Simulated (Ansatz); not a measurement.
# FeIr2: the cost of one run

Computed with Ansatz 0.2.0 (DFT PBE, scalar-relativistic, plane waves, PAW, unless a step's input says otherwise).

## 1. The structure to begin with

It takes space group Fd-3m (No. 227, cubic). The conventional cell has a = 6.727 Å, b = 6.727 Å, c = 6.727 Å, α = 90.00°, β = 90.00°, γ = 90.00°. Around Fe (site symmetry -43m) lie 12 Ir at 2.79 Å and 4 Fe at 2.91 Å. Around Ir (site symmetry -3m) lie 6 Ir at 2.38 Å.

Coordinates:

```
Fe Ir
1.0
     0.00000    3.36326    3.36326
     3.36326    0.00000    3.36326
     3.36326    3.36326    0.00000
Fe Ir
2 4
Direct
  0.00000 0.00000 0.00000
  0.25000 0.25000 0.25000
  0.62500 0.62500 0.62500
  0.12500 0.62500 0.62500
  0.62500 0.62500 0.12500
  0.62500 0.12500 0.62500
```

This is candidate A: cubic Laves (C15) type (Fd-3m, No. 227).

(A quick probe on a coarse mesh, which set the mesh and smearing, is not shown.)

## 3. Coarse relaxation (candidate A)

input.yaml

```yaml
crystal:
  lattice:
    - [0.0, 3.3632579532, 3.3632579532]
    - [3.3632579532, 0.0, 3.3632579532]
    - [3.3632579532, 3.3632579532, 0.0]
  atoms:
    - { symbol: Fe, position: [0.0, 0.0, 0.0], spin: 3.33 }
    - { symbol: Fe, position: [0.25, 0.25, 0.25], spin: 3.33 }
    - { symbol: Ir, position: [0.625, 0.625, 0.625], spin: 0.43 }
    - { symbol: Ir, position: [0.125, 0.625, 0.625], spin: 0.43 }
    - { symbol: Ir, position: [0.625, 0.625, 0.125], spin: 0.43 }
    - { symbol: Ir, position: [0.625, 0.125, 0.625], spin: 0.43 }
basis:
  ecutwfc: 420
kpoints:
  mp_grid: { grid: [4, 4, 4] }
hamiltonian:
  xc: pbe
scf:
  occupations: { method: gaussian, width: 0.1 }
  lower_state_search: "off"
output:
  forces: true
  stress: true
  eigenvalues: true
  populations: true
magnetization:
  spin_polarized: true
relax:
  adjacent_minimum: "off"
  f_tol: 0.04
  max_steps: 70
  cell: { stress_tol: 0.4 }
```

Run with:

```sh
$ ansatz run input.yaml --threads 1 --pin off --max-ram 2560MiB --backend cpu --events-out ev --progress --plain --runs-dir out
```

What time and memory should one allow on 1 thread of Arm Neoverse V1, shared host?

About 63 s, with a peak of 0.42 GiB.
